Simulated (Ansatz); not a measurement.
Program: Ansatz.

Input file:

```yaml
accuracy: low
crystal:
  lattice:
    - [8.873026, 0.0, 0.0]
    - [0.0, 8.873026, 0.0]
    - [0.0, 0.0, 8.873026]
  atoms:
    - { symbol: Cs, position: [0.25617357, 0.2121124, 0.24598137] }
    - { symbol: Cs, position: [0.71346134, 0.75699742, 0.76523032] }
    - { symbol: Cu, position: [-0.00535897, -0.02088066, -0.01229612] }
    - { symbol: F, position: [0.51050402, 0.49846771, 0.20465271] }
    - { symbol: F, position: [0.49001002, 0.51927595, 0.76909426] }
    - { symbol: F, position: [0.21960534, 0.46657862, 0.53122739] }
    - { symbol: F, position: [0.49205697, 0.21427686, 0.50912525] }
    - { symbol: F, position: [0.75745224, 0.47730305, 0.53555679] }
    - { symbol: F, position: [0.50954729, 0.81913705, 0.48454542] }
    - { symbol: Cs, position: [0.73812268, 0.73481294, 0.24263014] }
    - { symbol: Cs, position: [0.22495319, 0.26467848, 0.77290355] }
    - { symbol: Cu, position: [0.51215684, 0.49289434, -0.01315863] }
    - { symbol: F, position: [0.01710114, -0.02992294, 0.17504589] }
    - { symbol: F, position: [0.0097505, 0.0097627, 0.79655113] }
    - { symbol: F, position: [0.70047649, 0.01479044, 0.50732245] }
    - { symbol: F, position: [-0.03802858, 0.70982003, 0.52431117] }
    - { symbol: F, position: [0.28675965, -0.02159169, 0.47448269] }
    - { symbol: F, position: [-0.00436122, 0.27098287, 0.50709034] }
    - { symbol: Cs, position: [0.75112426, 0.25997243, 0.76525846] }
    - { symbol: Cs, position: [0.25032263, 0.74441645, 0.23326884] }
    - { symbol: Cu, position: [0.50294582, 0.01850765, 0.49801115] }
    - { symbol: F, position: [-0.01881689, 0.48573781, 0.69665326] }
    - { symbol: F, position: [0.00648732, 0.55368347, 0.32548098] }
    - { symbol: F, position: [0.72089167, 0.50004756, -0.02918913] }
    - { symbol: F, position: [0.0057193, 0.21527557, 0.00083342] }
    - { symbol: F, position: [0.33242768, 0.48671121, -0.00516585] }
    - { symbol: F, position: [-0.00132481, 0.7286078, -0.00466346] }
    - { symbol: Cs, position: [0.26924288, 0.76517967, 0.70124015] }
    - { symbol: Cs, position: [0.78409106, 0.27871728, 0.27845845] }
    - { symbol: Cu, position: [-0.00017067, 0.5028937, 0.51382137] }
    - { symbol: F, position: [0.48779731, 0.00062387, 0.69449743] }
    - { symbol: F, position: [0.53461664, 0.03000063, 0.29773691] }
    - { symbol: F, position: [0.19411956, -0.02105027, -0.02660814] }
    - { symbol: F, position: [0.5112027, 0.69252317, -0.00232368] }
    - { symbol: F, position: [0.79882952, 0.00271249, 0.01173342] }
    - { symbol: F, position: [0.53266006, 0.28013627, 0.03279605] }
basis:
  ecutwfc: 500.0
kpoints:
  mp_grid: { grid: [1, 1, 1] }
hamiltonian:
  xc: r2scan
scf:
  occupations: { method: fermi_dirac, width: 0.002 }
  lower_state_search: "off"
  max_iter: 56
md:
  timestep: 2
  n_steps: 30
  ensemble: nve
  temperature: 1440.0
  initial_velocities: maxwell_boltzmann
  seed: 460292
```

Launched with:

```bash
$ ansatz run input.yaml --threads 4 --pin off --max-ram 10240MiB --backend cpu --events-out ev --progress --plain --runs-dir out
```

Q: What happens?

A: The run did not converge.

```
[...]
Error: did not converge after 56 iterations: dr2 = 5.50e-5 (threshold 3.60e-8), under the density mixer `msr1`, which `scf.mixing.algorithm: auto` chose by the deck's other keys (type `scf.mixing.algorithm: msr1` to keep it); raise `scf.max_iter`, which need not help a stalled SCF, or adjust the mixing (`scf.mixing`) or, under a smearing, its width (`scf.occupations.width`, in either direction: another width is another result); this run sums exchange and correlation on more points than the …
```
